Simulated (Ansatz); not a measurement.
# CsPbCl3 (cubic perovskite type): from bands to localised orbitals

Where do the localised orbitals of CsPbCl3 (cubic perovskite type) sit, how far are they spread, and how do the settings change that? Plan: PBE, anion s p, 4×4×4; PBE, anion s p, 2×2×2; PBE, anion p, 4×4×4; PBE, cation s and anion p, disentangled, 4×4×4; r2SCAN, anion s p, 4×4×4; r2SCAN, cation s and anion p, disentangled, 4×4×4; r2SCAN, anion p, 4×4×4 (level, trial orbitals, Wannier mesh).

Program: Ansatz 0.2.0. Level of theory: plane waves, PAW. These are calculated values, not measurements.

## 1. The structure to begin with

Symmetry: Pm-3m, No. 221, cubic system. The conventional cell has a = 5.677 Å, b = 5.677 Å, c = 5.677 Å, α = 90.00°, β = 90.00°, γ = 90.00°. Cs (site symmetry m-3m) is surrounded by 12 Cl at 4.01 Å. Pb (site symmetry m-3m) is surrounded by 6 Cl at 2.84 Å. Cl (site symmetry 4/mmm) has 2 Pb at 2.84 Å and 4 Cs at 4.01 Å as nearest neighbours.

As a file:

```
CELL_PARAMETERS angstrom
5.67707 0.00000 0.00000
0.00000 5.67707 0.00000
0.00000 0.00000 5.67707
ATOMIC_POSITIONS crystal
Cs 0.00000 0.00000 0.00000
Pb 0.50000 0.50000 0.50000
Cl 0.50000 0.50000 0.00000
Cl 0.50000 0.00000 0.50000
Cl 0.00000 0.50000 0.50000
```

The cell was relaxed beforehand with r2SCAN; those runs aren't shown. No run includes spin-orbit coupling, which matters for Cs, Pb.

## 2. PBE, anion s p, 4×4×4

File input.yaml:

```yaml
crystal:
  lattice:
    - [5.6770717564, 0.0, 0.0]
    - [0.0, 5.6770717564, 0.0]
    - [0.0, 0.0, 5.6770717564]
  atoms:
    - { symbol: Cs, position: [0.0, 0.0, 0.0] }
    - { symbol: Pb, position: [0.5, 0.5, 0.5] }
    - { symbol: Cl, position: [0.5, 0.5, 0.0] }
    - { symbol: Cl, position: [0.5, 0.0, 0.5] }
    - { symbol: Cl, position: [0.0, 0.5, 0.5] }
kpoints:
  mp_grid: { grid: [4, 4, 4] }
  band_path:
    path:
      - [[0.0, 0.0, 0.0], [-1.68992529434e-50, 0.5, 2.380894847606e-68], [0.5, 0.5, 1.243905913554e-34], [0.0, 0.0, 0.0], [0.5, 0.5, 0.5], [-1.68992529434e-50, 0.5, 2.380894847606e-68]]
      - [[0.5, 0.5, 0.5], [0.5, 0.5, 1.243905913554e-34]]
    npoints: 10
hamiltonian:
  xc: pbe
scf:
  occupations: { method: fixed }
  n_extra_bands: 6
output:
  forces: false
  stress: false
  eigenvalues: true
  wannier:
    kmesh: [4, 4, 4]
    projections:
      - { species: Cl, l: s, shell: 3 }
      - { species: Cl, l: p, shell: 3 }
      - { species: Pb, l: s, shell: 6 }
      - { species: Pb, l: p, shell: 6 }
    minimise: true
    write_hr: true
    conv_tol: 1.0e-08
    max_iter: 3000
```

On the command line:

```
ansatz run input.yaml --threads 4 --pin off --max-ram 5529MiB --backend cpu --events-out ev --progress --plain --runs-dir out
```

After this run come: PBE, anion s p, 2×2×2; PBE, anion p, 4×4×4; PBE, cation s and anion p, disentangled, 4×4×4; r2SCAN, anion s p, 4×4×4; r2SCAN, cation s and anion p, disentangled, 4×4×4; r2SCAN, anion p, 4×4×4.

Q: Predict the results of all the runs planned. Wanted: total spread, PBE, anion s p, 4×4×4; total spread, PBE, anion s p, 2×2×2; total spread, PBE, anion p, 4×4×4; total spread, PBE, cation s and anion p, disentangled, 4×4×4; total spread, r2SCAN, anion s p, 4×4×4; total spread, r2SCAN, cation s and anion p, disentangled, 4×4×4; total spread, r2SCAN, anion p, 4×4×4; centres of the first set.

**Answer**, as computed:

| quantity | value |
| --- | --- |
| total spread, PBE, anion s p, 4×4×4 | 29.99 Å² over 16 functions |
| total spread, PBE, anion s p, 2×2×2 | 21.21 Å² over 16 functions |
| total spread, PBE, anion p, 4×4×4 | 30.20 Å² over 12 functions |
| total spread, PBE, cation s and anion p, disentangled, 4×4×4 | 28.92 Å² over 13 functions |
| total spread, r2SCAN, anion s p, 4×4×4 | 29.32 Å² over 16 functions |
| total spread, r2SCAN, cation s and anion p, disentangled, 4×4×4 | 29.39 Å² over 13 functions |
| total spread, r2SCAN, anion p, 4×4×4 | 29.75 Å² over 12 functions |
| centres of the first set | 0.41 to 0.59 Å from the nearest atom |

In words: With PBE, anion s p, 4×4×4 the 16 functions move off the atoms, with a mean spread of 1.87 Å²; 85 % of the total is gauge invariant. The total spread goes from 21.21 Å² on 2×2×2 to 29.99 Å² on 4×4×4: finite differences in k understate it on coarse meshes, while the largest miss of a band stays at 0.68 eV. On one set and mesh the functional gives 29.99 (PBE), 29.32 (r2SCAN) Å². The disentangled models miss some band by up to 2.9 eV, which may lie outside their frozen windows.
